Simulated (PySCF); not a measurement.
# A gas-phase reaction: H8O2SSi3 + H6N2Si → H11NO2SSi4 + H3N

What reaction energy should one expect for `[SiH3]O[SiH](S)O[SiH3]` + `N[SiH2]N` → `N[SiH2]S[SiH](O[SiH3])O[SiH3]` + `N`?

Programs: PySCF 2.14.0. All values are calculated, for the isolated system unless a continuum is named. Atoms count from 0, parts from 1.

### 1 Starting point

Each species was relaxed by itself at GFN2-xTB.

### 2 Reaction energy: PBE0-D3(BJ)/def2-SVP

Job settings and geometry (Å):

```
{"job": {"kind": "react", "xc": "PBE0", "basis": "def2-SVP", "disp": "d3bj"}, "charge": 0, "multiplicity": 1}
-1 H8O2SSi3 charge 0 multiplicity 1
Si    -0.438900    -0.915720    -2.144970
O     -0.247340     0.524430    -1.410010
Si     0.267600     1.355470    -0.137590
S      2.391070     1.507600    -0.285310
O     -0.079090     0.634720     1.259920
Si    -0.557020    -0.697610     2.062320
H      0.875200    -1.529640    -2.319640
H     -1.071220    -0.530300    -3.401210
H     -1.296990    -1.734650    -1.287490
H     -0.415750     2.627860    -0.160600
H      2.598350     1.811990     0.986790
H     -1.952080    -0.948560     1.707220
H      0.303340    -1.815540     1.678230
H     -0.377170    -0.290040     3.452340

-1 H6N2Si charge 0 multiplicity 1
N     -1.000890    -0.084910    -1.014630
Si     0.307650     0.521920    -0.069740
N      0.534270    -0.706560     1.119170
H     -0.957170    -1.050850    -1.297930
H     -1.326120     0.477560    -1.783180
H     -0.161680     1.836560     0.386160
H      1.621740     0.643520    -0.714710
H     -0.287340    -1.062630     1.581320
H      1.269540    -0.574610     1.793540

+1 H11NO2SSi4 charge 0 multiplicity 1
N      0.797250     0.490150    -2.003250
Si     2.224810     0.551940    -1.050510
S      2.331810    -1.273210     0.093090
Si     0.474970    -1.321240     1.111310
O     -0.710250    -1.627070     0.059390
Si    -2.090000    -1.192490    -0.670160
O      0.210680     0.079990     1.862910
Si    -0.616700     1.468570     1.976710
H      0.626200     1.187970    -2.708010
H      0.440500    -0.405970    -2.296150
H      2.114260     1.715180    -0.177460
H      3.505000     0.508290    -1.753390
H      0.490210    -2.367280     2.105390
H     -2.040270    -1.939340    -1.927600
H     -3.186290    -1.615090     0.200240
H     -2.109500     0.254010    -0.887770
H     -2.008010     1.138130     2.287890
H      0.070130     2.152630     3.068200
H     -0.524810     2.194830     0.709150

+1 H3N charge 0 multiplicity 1
N      0.001490    -0.000630     0.275180
H     -0.567950    -0.753940    -0.090280
H     -0.369900     0.868780    -0.087930
H      0.936360    -0.114210    -0.096970
```

Level: PBE0-D3(BJ)/def2-SVP reaction energy of separated species, gas phase.

Started as:

```sh
> OMP_NUM_THREADS=1 python cluster_run.py task.json out
```

One launch serves the whole session: the jobs run in the order shown.

What it wrote:

```text
species 1 (H8O2SSi3)
coarse grid: 13632 points
cycle   1  E = -1420.5617602240  dE =  6.150e-01  |g| = 9.649e-01  |ddm| = 3.619e+00
cycle   2  E = -1420.3003004779  dE =  2.615e-01  |g| = 1.506e+00  |ddm| = 1.938e+00
cycle   3  E = -1420.7352544262  dE = -4.350e-01  |g| = 8.945e-02  |ddm| = 1.293e+00
cycle   4  E = -1420.7370442589  dE = -1.790e-03  |g| = 3.868e-02  |ddm| = 1.769e-01
cycle   5  E = -1420.7375114758  dE = -4.672e-04  |g| = 4.377e-03  |ddm| = 6.169e-02
cycle   6  E = -1420.7375170642  dE = -5.588e-06  |g| = 1.098e-03  |ddm| = 6.969e-03
final grid: 112920 points
cycle   7  E = -1420.9102761530  dE = -7.193e-06  |g| = 8.394e-03  |ddm| = 2.230e-02
cycle   8  E = -1420.9102629075  dE =  1.325e-05  |g| = 1.200e-02  |ddm| = 1.617e-02
cycle   9  E = -1420.9102896552  dE = -2.675e-05  |g| = 8.643e-04  |ddm| = 9.117e-03
cycle  10  E = -1420.9102898564  dE = -2.012e-07  |g| = 7.089e-05  |ddm| = 1.272e-03
cycle  11  E = -1420.9102898577  dE = -1.382e-09  |g| = 3.127e-05  |ddm| = 1.366e-04
cycle  12  E = -1420.9102898580  dE = -2.658e-10  |g| = 8.277e-06  |ddm| = 4.240e-05
converged SCF energy = -1420.9102898580

species 2 (H6N2Si)
coarse grid: 7472 points
cycle   1  E = -402.1151032458  dE =  1.165e-01  |g| = 5.390e-01  |ddm| = 2.726e+00
cycle   2  E = -402.0670304452  dE =  4.807e-02  |g| = 7.059e-01  |ddm| = 1.085e+00
cycle   3  E = -402.1780109182  dE = -1.110e-01  |g| = 3.187e-02  |ddm| = 6.665e-01
cycle   4  E = -402.1782881634  dE = -2.772e-04  |g| = 6.018e-03  |ddm| = 4.221e-02
cycle   5  E = -402.1782978510  dE = -9.688e-06  |g| = 1.595e-03  |ddm| = 9.413e-03
final grid: 66144 points
cycle   6  E = -402.2185435380  dE = -7.455e-06  |g| = 6.666e-03  |ddm| = 1.262e-02
cycle   7  E = -402.2185354936  dE =  8.044e-06  |g| = 9.044e-03  |ddm| = 1.279e-02
cycle   8  E = -402.2185532813  dE = -1.779e-05  |g| = 1.701e-04  |ddm| = 7.464e-03
cycle   9  E = -402.2185532888  dE = -7.484e-09  |g| = 5.031e-05  |ddm| = 2.762e-04
cycle  10  E = -402.2185532895  dE = -7.193e-10  |g| = 9.969e-06  |ddm| = 7.084e-05
converged SCF energy = -402.2185532895

species 3 (H11NO2SSi4)
coarse grid: 18176 points
cycle   1  E = -1766.2799876884  dE =  8.253e-01  |g| = 1.032e+00  |ddm| = 4.251e+00
cycle   2  E = -1766.0008347563  dE =  2.792e-01  |g| = 1.573e+00  |ddm| = 2.104e+00
cycle   3  E = -1766.4807652259  dE = -4.799e-01  |g| = 1.123e-01  |ddm| = 1.392e+00
cycle   4  E = -1766.4834739279  dE = -2.709e-03  |g| = 4.978e-02  |ddm| = 2.005e-01
cycle   5  E = -1766.4841680363  dE = -6.941e-04  |g| = 7.548e-03  |ddm| = 6.612e-02
cycle   6  E = -1766.4841799053  dE = -1.187e-05  |g| = 3.182e-03  |ddm| = 1.056e-02
cycle   7  E = -1766.4841823075  dE = -2.402e-06  |g| = 4.721e-04  |ddm| = 3.725e-03
final grid: 151952 points
cycle   8  E = -1766.6949458498  dE = -1.907e-05  |g| = 9.427e-03  |ddm| = 2.907e-02
cycle   9  E = -1766.6949268511  dE =  1.900e-05  |g| = 1.366e-02  |ddm| = 1.887e-02
cycle  10  E = -1766.6949636555  dE = -3.680e-05  |g| = 6.484e-04  |ddm| = 1.100e-02
cycle  11  E = -1766.6949637663  dE = -1.108e-07  |g| = 1.575e-04  |ddm| = 1.042e-03
cycle  12  E = -1766.6949637727  dE = -6.396e-09  |g| = 6.753e-05  |ddm| = 2.593e-04
cycle  13  E = -1766.6949637737  dE = -1.005e-09  |g| = 1.665e-05  |ddm| = 7.237e-05
cycle  14  E = -1766.6949637738  dE = -6.958e-11  |g| = 3.202e-06  |ddm| = 2.037e-05
converged SCF energy = -1766.6949637738

species 4 (H3N)
coarse grid: 2928 points
cycle   1  E = -56.4088260746  dE = -8.420e-02  |g| = 3.678e-01  |ddm| = 1.608e+00
cycle   2  E = -56.3968351318  dE =  1.199e-02  |g| = 4.388e-01  |ddm| = 5.824e-01
cycle   3  E = -56.4384725670  dE = -4.164e-02  |g| = 1.723e-02  |ddm| = 3.284e-01
cycle   4  E = -56.4385336023  dE = -6.104e-05  |g| = 1.760e-03  |ddm| = 1.456e-02
cycle   5  E = -56.4385342049  dE = -6.026e-07  |g| = 2.210e-04  |ddm| = 1.470e-03
final grid: 27112 points
cycle   6  E = -56.4404397835  dE = -3.949e-06  |g| = 5.312e-03  |ddm| = 8.181e-03
cycle   7  E = -56.4404366041  dE =  3.179e-06  |g| = 6.614e-03  |ddm| = 8.539e-03
cycle   8  E = -56.4404458437  dE = -9.240e-06  |g| = 4.429e-05  |ddm| = 4.677e-03
cycle   9  E = -56.4404458442  dE = -5.197e-10  |g| = 1.114e-05  |ddm| = 4.296e-05
converged SCF energy = -56.4404458442

Reaction energy = -7.370 kcal/mol
```

It took 75 s on 1 thread of Intel Xeon at 2.50GHz, shared host; peak memory 0.67 GiB.

Species by species (with the dispersion term, which the log's SCF energies lack):

| ν | species | energy (Eh) | HOMO (eV) |
| --- | --- | --- | --- |
| -1 | [SiH3]O[SiH](S)O[SiH3] | -1420.92398 | -7.36 |
| -1 | N[SiH2]N | -402.22328 | -7.07 |
| +1 | N[SiH2]S[SiH](O[SiH3])O[SiH3] | -1766.71796 | -7.33 |
| +1 | N | -56.44103 | -7.05 |

### 3 Energies of the species: PW6B95-D3(BJ)/def2-SVP

Settings changed since step 2:

```diff
@@ -1,2 +1,2 @@
-{"job": {"kind": "react", "xc": "PBE0", "basis": "def2-SVP", "disp": "d3bj"}, "charge": 0, "multiplicity": 1}
+{"job": {"kind": "react", "xc": "PW6B95", "basis": "def2-SVP", "disp": "d3bj"}, "charge": 0, "multiplicity": 1}
 -1 H8O2SSi3 charge 0 multiplicity 1
```

Level: PW6B95-D3(BJ)/def2-SVP reaction energy of separated species, gas phase.

What it wrote:

```text
species 1 (H8O2SSi3)
coarse grid: 55688 points
cycle   1  E = -1422.6593586983  dE =  6.475e-01  |g| = 1.029e+00  |ddm| = 3.616e+00
cycle   2  E = -1422.3601665673  dE =  2.992e-01  |g| = 1.611e+00  |ddm| = 2.054e+00
cycle   3  E = -1422.8566458148  dE = -4.965e-01  |g| = 9.592e-02  |ddm| = 1.376e+00
cycle   4  E = -1422.8587480516  dE = -2.102e-03  |g| = 4.132e-02  |ddm| = 1.926e-01
cycle   5  E = -1422.8592827281  dE = -5.347e-04  |g| = 4.604e-03  |ddm| = 6.568e-02
cycle   6  E = -1422.8592888694  dE = -6.141e-06  |g| = 1.176e-03  |ddm| = 7.168e-03
final grid: 112920 points
cycle   7  E = -1422.8590968888  dE = -8.570e-07  |g| = 1.324e-03  |ddm| = 7.060e-03
cycle   8  E = -1422.8590967455  dE =  1.433e-07  |g| = 1.614e-03  |ddm| = 3.203e-03
cycle   9  E = -1422.8590973530  dE = -6.076e-07  |g| = 2.839e-04  |ddm| = 1.631e-03
cycle  10  E = -1422.8590973694  dE = -1.639e-08  |g| = 2.177e-05  |ddm| = 2.526e-04
cycle  11  E = -1422.8590973695  dE = -1.180e-10  |g| = 1.137e-05  |ddm| = 4.927e-05
converged SCF energy = -1422.8590973695

species 2 (H6N2Si)
coarse grid: 31488 points
cycle   1  E = -402.7899497932  dE =  1.370e-01  |g| = 5.674e-01  |ddm| = 2.726e+00
cycle   2  E = -402.7363049452  dE =  5.364e-02  |g| = 7.435e-01  |ddm| = 1.145e+00
cycle   3  E = -402.8599119784  dE = -1.236e-01  |g| = 3.281e-02  |ddm| = 7.051e-01
cycle   4  E = -402.8602085245  dE = -2.965e-04  |g| = 6.094e-03  |ddm| = 4.276e-02
cycle   5  E = -402.8602184574  dE = -9.933e-06  |g| = 1.583e-03  |ddm| = 9.488e-03
final grid: 66144 points
cycle   6  E = -402.8601510818  dE = -4.774e-07  |g| = 1.224e-03  |ddm| = 4.005e-03
cycle   7  E = -402.8601511776  dE = -9.577e-08  |g| = 1.126e-03  |ddm| = 2.786e-03
cycle   8  E = -402.8601514791  dE = -3.015e-07  |g| = 2.071e-04  |ddm| = 1.270e-03
cycle   9  E = -402.8601514889  dE = -9.808e-09  |g| = 7.615e-06  |ddm| = 1.877e-04
cycle  10  E = -402.8601514889  dE = -1.967e-11  |g| = 1.433e-06  |ddm| = 1.153e-05
converged SCF energy = -402.8601514889

species 3 (H11NO2SSi4)
coarse grid: 74640 points
cycle   1  E = -1768.9250805976  dE =  8.710e-01  |g| = 1.098e+00  |ddm| = 4.244e+00
cycle   2  E = -1768.6056190854  dE =  3.195e-01  |g| = 1.681e+00  |ddm| = 2.233e+00
cycle   3  E = -1769.1529505516  dE = -5.473e-01  |g| = 1.208e-01  |ddm| = 1.486e+00
cycle   4  E = -1769.1561271416  dE = -3.177e-03  |g| = 5.351e-02  |ddm| = 2.183e-01
cycle   5  E = -1769.1569296776  dE = -8.025e-04  |g| = 8.076e-03  |ddm| = 7.069e-02
cycle   6  E = -1769.1569433244  dE = -1.365e-05  |g| = 3.414e-03  |ddm| = 1.117e-02
cycle   7  E = -1769.1569460984  dE = -2.774e-06  |g| = 4.860e-04  |ddm| = 3.992e-03
final grid: 151952 points
cycle   8  E = -1769.1565095494  dE = -3.009e-06  |g| = 1.035e-03  |ddm| = 1.111e-02
cycle   9  E = -1769.1565093855  dE =  1.639e-07  |g| = 1.400e-03  |ddm| = 2.445e-03
cycle  10  E = -1769.1565098287  dE = -4.432e-07  |g| = 8.909e-05  |ddm| = 1.313e-03
cycle  11  E = -1769.1565098308  dE = -2.105e-09  |g| = 3.339e-05  |ddm| = 1.532e-04
cycle  12  E = -1769.1565098311  dE = -2.979e-10  |g| = 1.155e-05  |ddm| = 5.023e-05
converged SCF energy = -1769.1565098311

species 4 (H3N)
coarse grid: 12536 points
cycle   1  E = -56.5366833291  dE = -7.684e-02  |g| = 3.825e-01  |ddm| = 1.614e+00
cycle   2  E = -56.5240337497  dE =  1.265e-02  |g| = 4.541e-01  |ddm| = 6.134e-01
cycle   3  E = -56.5689296692  dE = -4.490e-02  |g| = 1.798e-02  |ddm| = 3.461e-01
cycle   4  E = -56.5689974696  dE = -6.780e-05  |g| = 2.026e-03  |ddm| = 1.574e-02
cycle   5  E = -56.5689982991  dE = -8.295e-07  |g| = 2.403e-04  |ddm| = 1.740e-03
final grid: 27112 points
cycle   6  E = -56.5690050537  dE =  5.097e-09  |g| = 3.640e-04  |ddm| = 5.741e-04
cycle   7  E = -56.5690050388  dE =  1.496e-08  |g| = 4.511e-04  |ddm| = 5.735e-04
cycle   8  E = -56.5690050820  dE = -4.323e-08  |g| = 1.649e-06  |ddm| = 3.253e-04
cycle   9  E = -56.5690050820  dE = -3.027e-12  |g| = 4.362e-07  |ddm| = 8.275e-06
converged SCF energy = -56.5690050820

Reaction energy = -6.569 kcal/mol
```

Wall time 1.8 min (1 thread of Intel Xeon at 2.50GHz, shared host); peak memory 0.72 GiB.

Reaction energy at this level: -6.57 kcal/mol.

### 4 Energies of the species: wB97X-D3(BJ)/6-31G*

Settings changed since step 3:

```diff
@@ -1,2 +1,2 @@
-{"job": {"kind": "react", "xc": "PW6B95", "basis": "def2-SVP", "disp": "d3bj"}, "charge": 0, "multiplicity": 1}
+{"job": {"kind": "react", "xc": "wB97X-D3(BJ)", "basis": "6-31G*"}, "charge": 0, "multiplicity": 1}
 -1 H8O2SSi3 charge 0 multiplicity 1
```

Method: wB97X-D3(BJ)/6-31G* reaction energy of separated species, gas phase.

What it wrote:

```text
species 1 (H8O2SSi3)
coarse grid: 13632 points
cycle   1  E = -1422.0192817468  dE =  6.151e-01  |g| = 9.252e-01  |ddm| = 3.344e+00
cycle   2  E = -1422.0286500846  dE = -9.368e-03  |g| = 9.667e-01  |ddm| = 1.329e+00
cycle   3  E = -1422.1969718090  dE = -1.683e-01  |g| = 6.029e-02  |ddm| = 6.503e-01
cycle   4  E = -1422.1980817079  dE = -1.110e-03  |g| = 1.921e-02  |ddm| = 1.044e-01
cycle   5  E = -1422.1982223646  dE = -1.407e-04  |g| = 3.178e-03  |ddm| = 3.816e-02
cycle   6  E = -1422.1982267699  dE = -4.405e-06  |g| = 8.224e-04  |ddm| = 6.990e-03
final grid: 112920 points
cycle   7  E = -1422.1055281984  dE = -7.522e-06  |g| = 4.736e-03  |ddm| = 1.226e-02
cycle   8  E = -1422.1055280960  dE =  1.024e-07  |g| = 5.025e-03  |ddm| = 6.731e-03
cycle   9  E = -1422.1055325148  dE = -4.419e-06  |g| = 2.031e-04  |ddm| = 3.086e-03
cycle  10  E = -1422.1055325300  dE = -1.517e-08  |g| = 6.606e-05  |ddm| = 4.049e-04
cycle  11  E = -1422.1055325324  dE = -2.382e-09  |g| = 1.388e-05  |ddm| = 1.833e-04
cycle  12  E = -1422.1055325324  dE = -5.616e-11  |g| = 8.363e-06  |ddm| = 2.614e-05
converged SCF energy = -1422.1055325324

species 2 (H6N2Si)
coarse grid: 7472 points
cycle   1  E = -402.6615797389  dE =  1.209e-01  |g| = 4.625e-01  |ddm| = 2.468e+00
cycle   2  E = -402.6824472497  dE = -2.087e-02  |g| = 3.768e-01  |ddm| = 6.090e-01
cycle   3  E = -402.7123361261  dE = -2.989e-02  |g| = 3.273e-02  |ddm| = 2.707e-01
cycle   4  E = -402.7126621664  dE = -3.260e-04  |g| = 5.078e-03  |ddm| = 4.364e-02
cycle   5  E = -402.7126741279  dE = -1.196e-05  |g| = 7.300e-04  |ddm| = 1.088e-02
cycle   6  E = -402.7126744701  dE = -3.422e-07  |g| = 1.534e-04  |ddm| = 2.371e-03
final grid: 66144 points
cycle   7  E = -402.6734304542  dE = -1.109e-05  |g| = 3.331e-03  |ddm| = 7.474e-03
cycle   8  E = -402.6734313037  dE = -8.495e-07  |g| = 3.141e-03  |ddm| = 4.814e-03
cycle   9  E = -402.6734333182  dE = -2.015e-06  |g| = 1.729e-04  |ddm| = 1.981e-03
cycle  10  E = -402.6734333394  dE = -2.121e-08  |g| = 3.163e-05  |ddm| = 4.231e-04
cycle  11  E = -402.6734333404  dE = -9.674e-10  |g| = 1.118e-05  |ddm| = 1.028e-04
converged SCF energy = -402.6734333404

species 3 (H11NO2SSi4)
coarse grid: 18176 points
cycle   1  E = -1768.1375863658  dE =  8.781e-01  |g| = 9.771e-01  |ddm| = 3.904e+00
cycle   2  E = -1768.1613092529  dE = -2.372e-02  |g| = 9.900e-01  |ddm| = 1.408e+00
cycle   3  E = -1768.3394597677  dE = -1.782e-01  |g| = 7.355e-02  |ddm| = 6.772e-01
cycle   4  E = -1768.3409506393  dE = -1.491e-03  |g| = 2.839e-02  |ddm| = 1.205e-01
cycle   5  E = -1768.3412034331  dE = -2.528e-04  |g| = 6.432e-03  |ddm| = 4.509e-02
cycle   6  E = -1768.3412146808  dE = -1.125e-05  |g| = 2.280e-03  |ddm| = 8.646e-03
cycle   7  E = -1768.3412164532  dE = -1.772e-06  |g| = 5.525e-04  |ddm| = 3.826e-03
final grid: 151952 points
cycle   8  E = -1768.2196891501  dE = -1.462e-05  |g| = 5.345e-03  |ddm| = 1.477e-02
cycle   9  E = -1768.2196893450  dE = -1.949e-07  |g| = 5.625e-03  |ddm| = 7.852e-03
cycle  10  E = -1768.2196950249  dE = -5.680e-06  |g| = 2.562e-04  |ddm| = 3.495e-03
cycle  11  E = -1768.2196950484  dE = -2.348e-08  |g| = 1.396e-04  |ddm| = 5.360e-04
cycle  12  E = -1768.2196950550  dE = -6.538e-09  |g| = 3.890e-05  |ddm| = 2.390e-04
cycle  13  E = -1768.2196950554  dE = -4.638e-10  |g| = 9.016e-06  |ddm| = 5.319e-05
converged SCF energy = -1768.2196950554

species 4 (H3N)
coarse grid: 2928 points
cycle   1  E = -56.5535287589  dE = -1.205e-01  |g| = 3.099e-01  |ddm| = 1.447e+00
cycle   2  E = -56.5649876440  dE = -1.146e-02  |g| = 2.263e-01  |ddm| = 3.445e-01
cycle   3  E = -56.5754229790  dE = -1.044e-02  |g| = 2.148e-02  |ddm| = 1.469e-01
cycle   4  E = -56.5755281613  dE = -1.052e-04  |g| = 2.982e-03  |ddm| = 1.734e-02
cycle   5  E = -56.5755315865  dE = -3.425e-06  |g| = 3.094e-04  |ddm| = 4.594e-03
final grid: 27112 points
cycle   6  E = -56.5645383857  dE = -5.684e-06  |g| = 2.501e-03  |ddm| = 5.242e-03
cycle   7  E = -56.5645389723  dE = -5.866e-07  |g| = 2.179e-03  |ddm| = 3.315e-03
cycle   8  E = -56.5645399356  dE = -9.633e-07  |g| = 1.181e-04  |ddm| = 1.273e-03
cycle   9  E = -56.5645399469  dE = -1.121e-08  |g| = 2.262e-05  |ddm| = 3.976e-04
cycle  10  E = -56.5645399476  dE = -7.325e-10  |g| = 6.406e-06  |ddm| = 1.412e-04
converged SCF energy = -56.5645399476

Reaction energy = -9.702 kcal/mol
```

Run time: 75 s. Hardware: 1 thread of Intel Xeon at 2.50GHz, shared host; peak memory 0.67 GiB.

Reaction energy at this level: -9.70 kcal/mol.

[end of part 1 of 2]
